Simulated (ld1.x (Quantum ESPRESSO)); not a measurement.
# Pseudopotential generation for Ge: RRKJ, PBE

Aim: build the potential from the settings below, then test how well it stands in for the atom: other configurations, scattering, ghost states and the plane-wave cutoff that it needs.

The numbers are computed with ld1.x (Quantum ESPRESSO) 7.5 (PBE, scalar-relativistic, spin-unpolarised reference atom).

**1. Starting point**

The settings as typed:

* element: germanium (Ge, Z = 32)
* type: norm-conserving RRKJ (Kleinman–Bylander form)
* frozen core: [Ar] 3d10
* valence charge: 4
* reference configuration: 4s2 4p1 (charge +1)
* partial waves: 4p (bound): rc 1.45 bohr; 4d channel at 0.05 Ry: rc 1.85 bohr; 4s (bound): rc 1.75 bohr
* local potential: the s channel
* core correction: not asked for

**2. The generation run**

Ge.in

```
 &input
   title='Ge', zed=32., rel=1, dft='PBE', iswitch=3,
   config='[Ar] 3d10 4s2 4p1 4d-2',
   nld=3, rlderiv=2.00, eminld=-3.0, emaxld=5.0, deld=0.02
 /
 &inputp
   pseudotype=2, tm=.false., lloc=0,
   nlcc=.false.,
   file_pseudopw='Ge.UPF', file_wfcaegen='ae.wfc', file_wfcncgen='nc.wfc', file_beta='beta', file_chi='chi'
 /
3
4P  2  1   1.00   0.00  1.45  1.45  0.0
4D  3  2  -2.00   0.05  1.85  1.85  0.0
4S  1  0   2.00   0.00  1.75  1.75  0.0
 &test
   configts(1)='4s2 4p1'
 /
```

Launch:

```bash
$ ld1.x < Ge.in > Ge.out
```

The output, Ge.out (without the banner and most projector matrices):

```text
     Program LD1 v.7.5
     --------------------------- All-electron run ----------------------------

     Ge
     scalar relativistic calculation

     atomic number is 32.00
     dft =PBE   lsd =0 sic =0 latt =0  beta=0.20 tr2=1.0E-14
     Exchange-correlation= PBE
                           (   1   4   3   4   0   0   0)
     mesh =1207 r(mesh) = 100.41023 a.u. xmin = -7.00 dx = 0.01250
     1 Ry =  13.60569312 eV, c = 137.03599908

     n l     nl                  e(Ry)          e(Ha)          e(eV)
     1 0     1S 1( 2.00)      -806.3012      -403.1506    -10970.2868
     2 0     2S 1( 2.00)      -101.4893       -50.7447     -1380.8324
     2 1     2P 1( 6.00)       -88.7687       -44.3843     -1207.7591
     3 0     3S 1( 2.00)       -13.0472        -6.5236      -177.5166
     3 1     3P 1( 6.00)        -9.1614        -4.5807      -124.6470
     3 2     3D 1(10.00)        -2.8164        -1.4082       -38.3186
     4 0     4S 1( 2.00)        -1.4596        -0.7298       -19.8584
     4 1     4P 1( 1.00)        -0.8263        -0.4131       -11.2421

     final scf error:  4.8E-15 reached in  33 iterations

     Etot =   -4197.122869 Ry,   -2098.561434 Ha,  -57104.765750 eV

     Ekin =    4273.191126 Ry,    2136.595563 Ha,   58139.727116 eV
     Encl =  -10095.359823 Ry,   -5047.679912 Ha, -137354.367721 eV
     Eh   =    1783.603090 Ry,     891.801545 Ha,   24267.156293 eV
     Exc  =    -158.557261 Ry,     -79.278631 Ha,   -2157.281438 eV

     normalization and overlap integrals

     s(1S/1S) =  1.000000  <r> =   0.0470  <r2> =    0.0030  r(max) =   0.0309
     s(2S/2S) =  1.000000  <r> =   0.2100  <r2> =    0.0520  r(max) =   0.1754
     s(2P/2P) =  1.000000  <r> =   0.1837  <r2> =    0.0414  r(max) =   0.1418
     s(3S/3S) =  1.000000  <r> =   0.6242  <r2> =    0.4495  r(max) =   0.5402
     s(3P/3P) =  1.000000  <r> =   0.6470  <r2> =    0.4929  r(max) =   0.5402
     s(3D/3D) =  1.000000  <r> =   0.7349  <r2> =    0.6921  r(max) =   0.5012
     s(4S/4S) =  1.000000  <r> =   2.0298  <r2> =    4.7228  r(max) =   1.7062
     s(4P/4P) =  1.000000  <r> =   2.5549  <r2> =    7.5850  r(max) =   2.0839

     ------------------------ End of All-electron run ------------------------

     --------------------- Generating NC pseudopotential ---------------------

      Generating local pot.: lloc=0, matching radius rcloc =   1.7500

      Wfc   4P  rcut= 1.432  Estimated cut-off energy=       81.84 Ry
      This function has    0 nodes for 0 < r <    1.432

      Wfc   4D  rcut= 1.839  Estimated cut-off energy=       65.62 Ry
      This function has    0 nodes for 0 < r <    1.839

     ------------------- End of pseudopotential generation -------------------

     [... the all-electron block is printed once more ...]


     Computing logarithmic derivative in   1.99478
     Computing logarithmic derivative in   1.99478
     Computing the partial wave expansion
       no projector for channel:   0
     R is outside the sphere for l=    1 j= 0.00
     R is outside the sphere for l=    2 j= 0.00

     ---------------------- Testing the pseudopotential ----------------------

     Ge
     scalar relativistic calculation

     atomic number is 32.00   valence charge is  4.00
     dft =PBE   lsd =0 sic =0 latt =0  beta=0.20 tr2=1.0E-14
     mesh =1207 r(mesh) = 100.41023 xmin = -7.00 dx = 0.01250

     n l     nl             e AE (Ry)        e PS (Ry)    De AE-PS (Ry)
     1 0     4S   1( 2.00)       -1.45956       -1.45957        0.00001
     2 1     4P   1( 1.00)       -0.82628       -0.82628       -0.00000

     eps = 3.0E-15  iter = 17

     Etot =   -4197.122869 Ry,   -2098.561434 Ha,  -57104.765750 eV
     Etotps =    -6.993425 Ry,      -3.496713 Ha,     -95.150397 eV

     Ekin =       2.193260 Ry,       1.096630 Ha,      29.840817 eV
     Encl =     -11.286343 Ry,      -5.643171 Ha,    -153.558519 eV
     Ehrt =       3.686668 Ry,       1.843334 Ha,      50.159679 eV
     Ecxc =      -1.521865 Ry,      -0.760933 Ha,     -20.706032 eV
     Epseu=      -0.065145 Ry,      -0.032572 Ha,      -0.886341 eV

     ---------------------- End of pseudopotential test ----------------------
```

Wall time 2.6 s (1 thread of Neoverse-N1, shared host). This counts the later configuration tests of the new file too.

All-electron and pseudo partial waves u(r) = r·R(r), from the program's wave files:

```tsv
r (bohr)	4p AE	4p PS	4s AE	4s PS
0.093	0.1646	0.0083	0.1410	0.0199
0.185	0.0809	0.0311	0.1736	0.0406
0.278	-0.1075	0.0638	-0.0843	0.0637
0.370	-0.2383	0.0992	-0.2926	0.0899
0.463	-0.2818	0.1322	-0.3630	0.1211
0.555	-0.2542	0.1588	-0.3156	0.1579
0.648	-0.1817	0.1795	-0.1961	0.2024
0.740	-0.0872	0.1973	-0.0460	0.2545
0.833	0.0166	0.2176	0.1120	0.3154
0.925	0.1186	0.2453	0.2592	0.3830
1.018	0.2155	0.2842	0.3909	0.4563
1.110	0.3026	0.3333	0.5010	0.5299
1.203	0.3807	0.3906	0.5914	0.6007
1.295	0.4475	0.4493	0.6609	0.6623
1.388	0.5049	0.5049	0.7129	0.7123
1.480	0.5521	0.5521	0.7485	0.7481
1.573	0.5909	0.5909	0.7705	0.7704
1.665	0.6212	0.6212	0.7806	0.7806
1.758	0.6443	0.6443	0.7806	0.7806
1.850	0.6604	0.6604	0.7726	0.7726
1.943	0.6708	0.6708	0.7576	0.7576
2.035	0.6757	0.6757	0.7376	0.7376
2.128	0.6759	0.6759	0.7130	0.7130
2.220	0.6721	0.6721	0.6857	0.6857
2.313	0.6647	0.6647	0.6557	0.6557
2.405	0.6543	0.6543	0.6246	0.6246
```

**3. Configuration tests**

Ge.test.in

```
 &input
   title='Ge', zed=32., rel=1, dft='PBE', iswitch=2,
   config='[Ar] 3d10 4s2 4p1 4d-2'
 /
 &test
   file_pseudo='Ge.UPF', nconf=8,
   configts(1)='4s2 4p1',
   configts(2)='4s2 4p2',
   configts(3)='4s2 4p0',
   configts(4)='4s1 4p0',
   configts(5)='4s2 4p2.3',
   configts(6)='4s0 4p4',
   configts(7)='4s1 4p3',
   configts(8)='4s2 4p1.5'
 /
```

Launch:

```bash
$ ld1.x < Ge.test.in > Ge.test.out
```

Ge.test.out, the pseudopotential blocks:

```text
     ---------------------- Testing the pseudopotential ----------------------

     Ge
     scalar relativistic calculation

     atomic number is 32.00   valence charge is  4.00
     dft =PBE   lsd =0 sic =0 latt =0  beta=0.20 tr2=1.0E-14
     mesh =1207 r(mesh) = 100.41023 xmin = -7.00 dx = 0.01250

     n l     nl             e AE (Ry)        e PS (Ry)    De AE-PS (Ry)
     1 0     4S   1( 2.00)       -1.45956       -1.45957        0.00001
     2 1     4P   1( 1.00)       -0.82628       -0.82628       -0.00000

     eps = 6.7E-16  iter = 19

     Etot =   -4197.122869 Ry,   -2098.561434 Ha,  -57104.765750 eV
     Etotps =    -6.993425 Ry,      -3.496713 Ha,     -95.150397 eV

     Ekin =       2.193260 Ry,       1.096630 Ha,      29.840817 eV
     Encl =     -11.286343 Ry,      -5.643171 Ha,    -153.558519 eV
     Ehrt =       3.686668 Ry,       1.843334 Ha,      50.159679 eV
     Ecxc =      -1.521865 Ry,      -0.760933 Ha,     -20.706032 eV
     Epseu=      -0.065145 Ry,      -0.032572 Ha,      -0.886341 eV

     ---------------------- End of pseudopotential test ----------------------

     ---------------------- Testing the pseudopotential ----------------------

     Ge
     [...]
     n l     nl             e AE (Ry)        e PS (Ry)    De AE-PS (Ry)
     1 0     4S   1( 2.00)       -0.86222       -0.86133       -0.00090
     2 1     4P   1( 2.00)       -0.28630       -0.28662        0.00032

     eps = 4.8E-15  iter = 22

     Etot =   -4197.669992 Ry,   -2098.834996 Ha,  -57112.209742 eV
     Etotps =    -7.540807 Ry,      -3.770403 Ha,    -102.597905 eV
     dEtot_ae =      -0.547123 Ry
     dEtot_ps =      -0.547382 Ry,   Delta E=       0.000258 Ry

     [...]
     ---------------------- End of pseudopotential test ----------------------

     ---------------------- Testing the pseudopotential ----------------------

     Ge
     [...]
     n l     nl             e AE (Ry)        e PS (Ry)    De AE-PS (Ry)
     1 0     4S   1( 2.00)       -2.14976       -2.14938       -0.00038
     2 1     4P   1( 0.00)       -1.45571       -1.45269       -0.00302

     eps = 1.6E-15  iter = 14

     Etot =   -4195.988126 Ry,   -2097.994063 Ha,  -57089.326796 eV
     Etotps =    -5.859481 Ry,      -2.929740 Ha,     -79.722296 eV
     dEtot_ae =       1.134742 Ry
     dEtot_ps =       1.133944 Ry,   Delta E=       0.000798 Ry

     [...]
     ---------------------- End of pseudopotential test ----------------------

     ---------------------- Testing the pseudopotential ----------------------

     Ge
     [...]
     n l     nl             e AE (Ry)        e PS (Ry)    De AE-PS (Ry)
     1 0     4S   1( 1.00)       -2.97339       -2.94966       -0.02373  !
     2 1     4P   1( 0.00)       -2.20993       -2.18822       -0.02171  !

     eps = 2.7E-15  iter = 11

     Etot =   -4193.431031 Ry,   -2096.715516 Ha,  -57054.535744 eV
     Etotps =    -3.310285 Ry,      -1.655142 Ha,     -45.038717 eV
     dEtot_ae =       3.691837 Ry
     dEtot_ps =       3.683141 Ry,   Delta E=       0.008697 Ry

     [...]
     ---------------------- End of pseudopotential test ----------------------

     ---------------------- Testing the pseudopotential ----------------------

     Ge
     [...]
     n l     nl             e AE (Ry)        e PS (Ry)    De AE-PS (Ry)
     1 0     4S   1( 2.00)       -0.70960       -0.70857       -0.00103
     2 1     4P   1( 2.30)       -0.14906       -0.14944        0.00038

     eps = 5.3E-15  iter = 28

     Etot =   -4197.734933 Ry,   -2098.867466 Ha,  -57113.093307 eV
     Etotps =    -7.605858 Ry,      -3.802929 Ha,    -103.482974 eV
     dEtot_ae =      -0.612064 Ry
     dEtot_ps =      -0.612433 Ry,   Delta E=       0.000369 Ry

     [...]
     ---------------------- End of pseudopotential test ----------------------

     ---------------------- Testing the pseudopotential ----------------------

     Ge
     [...]
     n l     nl             e AE (Ry)        e PS (Ry)    De AE-PS (Ry)
     1 0     4S   1( 0.00)       -0.99555       -0.98728       -0.00826  !
     2 1     4P   1( 4.00)       -0.38263       -0.38308        0.00045

     eps = 5.1E-15  iter = 25

     Etot =   -4196.479660 Ry,   -2098.239830 Ha,  -57096.014458 eV
     Etotps =    -6.359199 Ry,      -3.179599 Ha,     -86.521309 eV
     dEtot_ae =       0.643208 Ry
     dEtot_ps =       0.634226 Ry,   Delta E=       0.008982 Ry

     [...]
     ---------------------- End of pseudopotential test ----------------------

     ---------------------- Testing the pseudopotential ----------------------

     Ge
     [...]
     n l     nl             e AE (Ry)        e PS (Ry)    De AE-PS (Ry)
     1 0     4S   1( 1.00)       -0.93246       -0.92902       -0.00344
     2 1     4P   1( 3.00)       -0.33685       -0.33758        0.00073

     eps = 3.7E-15  iter = 21

     Etot =   -4197.084042 Ry,   -2098.542021 Ha,  -57104.237489 eV
     Etotps =    -6.957411 Ry,      -3.478705 Ha,     -94.660393 eV
     dEtot_ae =       0.038826 Ry
     dEtot_ps =       0.036015 Ry,   Delta E=       0.002812 Ry

     [...]
     ---------------------- End of pseudopotential test ----------------------

     ---------------------- Testing the pseudopotential ----------------------

     Ge
     [...]
     n l     nl             e AE (Ry)        e PS (Ry)    De AE-PS (Ry)
     1 0     4S   1( 2.00)       -1.14653       -1.14599       -0.00054
     2 1     4P   1( 1.50)       -0.54268       -0.54287        0.00019

     eps = 2.5E-15  iter = 19

     Etot =   -4197.464058 Ry,   -2098.732029 Ha,  -57109.407861 eV
     Etotps =    -7.334714 Ry,      -3.667357 Ha,     -99.793868 eV
     dEtot_ae =      -0.341189 Ry
     dEtot_ps =      -0.341289 Ry,   Delta E=       0.000100 Ry

     [...]
     ---------------------- End of pseudopotential test ----------------------
```

Energies count from the reference configuration 4s2 4p1; the error is all-electron less pseudo. The frozen-core shift comes from a second all-electron run, not shown, with the core orbitals held at their reference shape; it is that run's ΔE less the relaxed one.

| valence configuration | charge | ΔE all-electron (eV) | error AE − PS (meV) | frozen-core shift (meV) |
| --- | --- | --- | --- | --- |
| 4s2 4p2 | 0 | -7.444 | +3.5 | +5.0 |
| 4s2 4p0 | +2 | 15.439 | +11 | +26 |
| 4s1 4p0 | +3 | 50.230 | +118 | +250 |
| 4s2 4p2.3 | -0.3 | -8.328 | +5.0 | +6.6 |
| 4s0 4p4 | 0 | 8.751 | +122 | +23 |
| 4s1 4p3 | 0 | 0.528 | +38 | +2.9 |
| 4s2 4p1.5 | +0.5 | -4.642 | +1.4 | +1.8 |

**4. Does it scatter like the atom?**

Taken from the files of the generation run. The phase is arctan(r·u′/u) with u = r·R, unwrapped, with energies in Ry. A pole is an energy at which the radial function vanishes at the test radius. The pseudo phase is shifted by a multiple of π to meet the all-electron one at the reference energy. Levels narrower than the energy grid can be missing from the poles. The last column is the largest difference on the grid between −1 and +1 Ry.

```tsv
channel	radius (bohr)	reference (Ry)	poles AE	poles PS	window around the reference with phases within 0.05 rad (Ry)	largest difference near zero (rad)
s	2.00	-1.46	1.47	1.34	below 3.8	0.008
p	2.00	-0.83	3.02	3.06	the whole range	0.001
d	2.00	0.05	-2.71	none	-2.1 to 1.2	0.018
```

Phases (rad) along the scan:

```tsv
E (Ry)	d AE	d PS	s AE	s PS
-3.00	0.803	-1.829	0.985	0.982
-2.52	-1.720	-1.850	0.779	0.775
-2.04	-1.828	-1.875	0.354	0.351
-1.56	-1.885	-1.908	-0.372	-0.372
-1.08	-1.940	-1.952	-0.940	-0.941
-0.60	-2.009	-2.014	-1.218	-1.220
-0.12	-2.107	-2.107	-1.364	-1.368
0.36	-2.262	-2.263	-1.452	-1.458
0.84	-2.537	-2.554	-1.513	-1.521
1.32	-3.036	-3.099	-1.559	-1.569
1.80	-3.661	-3.747	-1.596	-1.609
2.28	-4.088	-4.148	-1.628	-1.645
2.76	-4.318	-4.357	-1.658	-1.682
3.24	-4.452	-4.476	-1.687	-1.720
3.72	-4.537	-4.552	-1.718	-1.765
4.20	-4.598	-4.604	-1.752	-1.824
4.68	-4.644	-4.643	-1.791	-1.907
```

**5. Cutoff and ghost test in a Bessel basis**

This step uses the generator's waves and projectors in a separate script. Basis: spherical Bessel functions vanishing at 20 bohr, q² up to the cutoff; potential fixed at the reference.

All-electron valence levels (Ry): 4p -0.8263, 4s -1.4596. The lowest levels of each channel (Ry) by cutoff; the last column sums, over occupied levels, occupation times the distance from the level at 400 Ry. A positive value at high cutoff is not a bound level.

```tsv
cutoff (Ry)	p #1	p #2	d #1	s #1	f #1	Σ f·Δε (mRy)
8	-0.8208	-0.2079	-0.2445	-1.4015	-0.0547	121.7
12	-0.8332	-0.2097	-0.2452	-1.4459	-0.0547	34.2
15	-0.8486	-0.2119	-0.2474	-1.4519	-0.0547	37.6
21	-0.8805	-0.2164	-0.2990	-1.4534	-0.0547	66.5
30	-2.4937	-0.6735	-6.0163	-1.4564	-0.0547	159.2
35	-6.0715	-0.7905	-9.9209	-1.4582	-0.0547	38.5
45	-10.2686	-0.8200	-12.3576	-1.4593	-0.0547	6.8
55	-11.6084	-0.8251	-12.5147	-1.4594	-0.0547	1.6
60	-11.8453	-0.8259	-12.5233	-1.4594	-0.0547	0.8
80	-11.9666	-0.8262	-12.5706	-1.4595	-0.0547	0.2
400	-11.9866	-0.8263	-12.5771	-1.4596	-0.0547	0.0
```

The sum stays within 10 mRy from 45 Ry and within 1 mRy from 60 Ry. The sum leaves out empty levels, which can need more. Ghost test: ghost states, bound below the all-electron valence or empty levels of the same l: d at -171.1 eV, p at -163.1 eV.

**6. Outcome**

```
                                                quantity                             value
               cutoffs for 10 and 1 mRy, occupied levels                   45 Ry and 60 Ry
                                            bound ghosts  d at -171.12 eV, p at -163.09 eV
                            largest test error (AE − PS)             +122 meV, for 4s0 4p4
largest phase difference near zero energy, channels read                         0.018 rad
```

In words: It has a bound ghost (d, p), a state that the atom doesn't have, and that rules the file out. The worst unpolarised test, 4s0 4p4, is off by 122 meV on 8.8 eV; by total energies transferability rates as poor. Freezing the core alone would shift it much less, so the error comes from the pseudisation. It counts as of middling hardness, with 45 Ry needed at the looser tolerance. The slowest occupied level is 4p: taken alone it needs 60 Ry to come within 1 mRy, against 40 Ry for 4s. Near zero energy the phases of the channels with partial waves agree within 0.018 rad. These are tests on the free atom; a crystal test is still owed.
